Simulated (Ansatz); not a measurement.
# VClO: the cost of one run

Computed with Ansatz 0.2.0 (DFT r²SCAN+U (U = 2 eV, J = 0.9 eV on V d), plane waves, PAW, unless a step's input says otherwise).

### Step 1. The system as given

Symmetry: Pmmn, No. 59, orthorhombic system. Conventional cell: a = 3.300 Å, b = 3.780 Å, c = 7.910 Å, α = 90.00°, β = 90.00°, γ = 90.00°. V (site symmetry mm2) is surrounded by 4 O at 1.97 to 2.08 Å and 2 Cl at 2.36 Å. Cl (site symmetry mm2) is surrounded by 2 V at 2.36 Å. O (site symmetry mm2) is surrounded by 4 V at 1.97 to 2.08 Å.

Structure file:

```cif
data_structure
_symmetry_space_group_name_H-M 'P 1'
_symmetry_Int_Tables_number 1
_cell_length_a 3.3000
_cell_length_b 3.7800
_cell_length_c 7.9100
_cell_angle_alpha 90.000
_cell_angle_beta 90.000
_cell_angle_gamma 90.000
_cell_volume 98.67
loop_
_atom_site_label
_atom_site_type_symbol
_atom_site_fract_x
_atom_site_fract_y
_atom_site_fract_z
_atom_site_occupancy
V1 V 0.00000 0.50000 0.11480 1
V2 V 0.50000 0.00000 0.88520 1
Cl1 Cl 0.50000 0.50000 0.32790 1
Cl2 Cl 0.00000 0.00000 0.67210 1
O1 O 0.50000 0.50000 0.95420 1
O2 O 0.00000 0.00000 0.04580 1
```

Magnetic order typed: opposed in the cell.

An earlier series on this cell reached its lowest free state from «from atoms, symmetry kept, no search», perhaps among other starts.

### Step 2. Random orbitals: single harmonics, second filling

Input file input.yaml:

```yaml
crystal:
  lattice:
    - [3.29999955, 0.0, 0.0]
    - [0.0, 3.77999949, 0.0]
    - [0.0, 0.0, 7.90999893]
  atoms:
    - { symbol: V, position: [0.0, 0.5, 0.1148], spin: 0.3 }
    - { symbol: V, position: [0.5, 0.0, 0.8852], spin: -0.3 }
    - { symbol: Cl, position: [0.5, 0.5, 0.3279] }
    - { symbol: Cl, position: [0.0, 0.0, 0.6721] }
    - { symbol: O, position: [0.5, 0.5, 0.9542] }
    - { symbol: O, position: [0.0, 0.0, 0.0458] }
basis:
  ecutwfc: 500
  ecutrho_ratio: 4
kpoints:
  mp_grid: { grid: [6, 5, 3] }
hamiltonian:
  xc: r2scan
  hubbard:
    sites:
      - { site: 0, l: d, u: 2.0, j: 0.9, starting_ns: [{ spin: up, occupation_matrix: s0up }, { spin: down, occupation_matrix: s0down }] }
      - { site: 1, l: d, u: 2.0, j: 0.9, starting_ns: [{ spin: up, occupation_matrix: s1up }, { spin: down, occupation_matrix: s1down }] }
    occupation_matrices:
      s0up:
        matrix:
          - [0.02, 0.0, 0.0, 0.0, 0.0]
          - [0.0, 0.02, 0.0, 0.0, 0.0]
          - [0.0, 0.0, 0.02, 0.0, 0.0]
          - [0.0, 0.0, 0.0, 0.97, 0.0]
          - [0.0, 0.0, 0.0, 0.0, 0.02]
      s0down:
        matrix:
          - [0.02, 0.0, 0.0, 0.0, 0.0]
          - [0.0, 0.02, 0.0, 0.0, 0.0]
          - [0.0, 0.0, 0.97, 0.0, 0.0]
          - [0.0, 0.0, 0.0, 0.02, 0.0]
          - [0.0, 0.0, 0.0, 0.0, 0.02]
      s1up:
        matrix:
          - [0.02, 0.0, 0.0, 0.0, 0.0]
          - [0.0, 0.02, 0.0, 0.0, 0.0]
          - [0.0, 0.0, 0.97, 0.0, 0.0]
          - [0.0, 0.0, 0.0, 0.02, 0.0]
          - [0.0, 0.0, 0.0, 0.0, 0.02]
      s1down:
        matrix:
          - [0.97, 0.0, 0.0, 0.0, 0.0]
          - [0.0, 0.02, 0.0, 0.0, 0.0]
          - [0.0, 0.0, 0.02, 0.0, 0.0]
          - [0.0, 0.0, 0.0, 0.02, 0.0]
          - [0.0, 0.0, 0.0, 0.0, 0.02]
    ns_hold: until_converged
scf:
  occupations: { method: gaussian, width: 0.05 }
  lower_state_search: "off"
  max_iter: 150
output:
  forces: true
  stress: true
  eigenvalues: true
  populations: true
  hubbard: { sites: [{ site: 0, l: d }, { site: 1, l: d }] }
magnetization:
  spin_polarized: true
```

The typed matrices put 0.97 on the chosen orbitals and 0.02 on the others, and are held until the SCF converges, then released.

Command:

```
> ansatz run input.yaml --threads 8 --pin off --max-ram 12288MiB --backend cpu --events-out ev --progress --plain --runs-dir out
```

What time and memory should one allow on 8 threads of Arm Neoverse V2, shared host?

About 25 s, with a peak of 0.79 GiB.
